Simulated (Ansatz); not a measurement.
# Ge2Te3O: the cost of one run

Computed with Ansatz 0.2.0 (DFT PBE, scalar-relativistic, plane waves, PAW, unless a step's input says otherwise).

1 further run of the same task is left out (it didn't finish).

### 1 The structure to begin with

Symmetry: R-3m, No. 166, trigonal system. Conventional cell: a = 6.251 Å, b = 6.251 Å, c = 13.246 Å, α = 90.00°, β = 90.00°, γ = 120.00°. Around Ge (site symmetry 3m) lie 9 Te at 3.25 to 3.56 Å and 4 Ge at 3.43 to 3.74 Å and 3 O at 3.64 Å. Te (site symmetry 2/m) is surrounded by 2 O at 2.85 Å and 4 Te at 3.13 Å and 6 Ge at 3.25 to 3.56 Å. Around O (site symmetry -3m) lie 6 Te at 2.85 Å and 6 Ge at 3.64 Å.

Structure file:

```cif
data_structure
_symmetry_space_group_name_H-M 'P 1'
_symmetry_Int_Tables_number 1
_cell_length_a 5.7028
_cell_length_b 5.7028
_cell_length_c 5.7028
_cell_angle_alpha 66.469
_cell_angle_beta 66.469
_cell_angle_gamma 66.469
_cell_volume 149.42
loop_
_atom_site_label
_atom_site_type_symbol
_atom_site_fract_x
_atom_site_fract_y
_atom_site_fract_z
_atom_site_occupancy
Ge1 Ge 0.62934 0.62934 0.62934 1
Ge2 Ge 0.37066 0.37066 0.37066 1
Te1 Te 0.00000 0.00000 0.50000 1
Te2 Te 0.00000 0.50000 0.00000 1
Te3 Te 0.50000 0.00000 0.00000 1
O1 O 0.00000 0.00000 0.00000 1
```

The cell is invented: species swapped into a database cell of Y2GeRh3 (R-3m, No. 166), with Ge on the Y sites, O on the Ge sites and Te on the Rh sites. Its size is a rough estimate.

### 2 A first look at the guess

input.yaml reads:

```yaml
crystal:
  lattice:
    - [3.12551896, 1.80451922, 4.41547515]
    - [-3.12551896, 1.80451922, 4.41547515]
    - [0.0, -3.60903843, 4.41547515]
  atoms:
    - { symbol: Ge, position: [0.62934333, 0.62934333, 0.62934333] }
    - { symbol: Ge, position: [0.37065667, 0.37065667, 0.37065667] }
    - { symbol: Te, position: [0.0, 0.0, 0.5] }
    - { symbol: Te, position: [0.0, 0.5, 0.0] }
    - { symbol: Te, position: [0.5, 0.0, 0.0] }
    - { symbol: O, position: [0.0, 0.0, 0.0] }
basis:
  ecutwfc: 420
kpoints:
  mp_grid: { grid: [3, 3, 3] }
hamiltonian:
  xc: pbe
scf:
  occupations: { method: gaussian, width: 0.1 }
  lower_state_search: "off"
output:
  forces: true
  stress: true
  eigenvalues: true
```

The run is started by

```bash
$ ansatz run input.yaml --threads 1 --pin off --max-ram 2560MiB --backend cpu --events-out ev --progress --plain --runs-dir out
```

What time and memory should one allow on 1 thread of AMD EPYC 9R45 (Zen 5), shared host?

About 1.5 s, with a peak of 0.43 GiB.
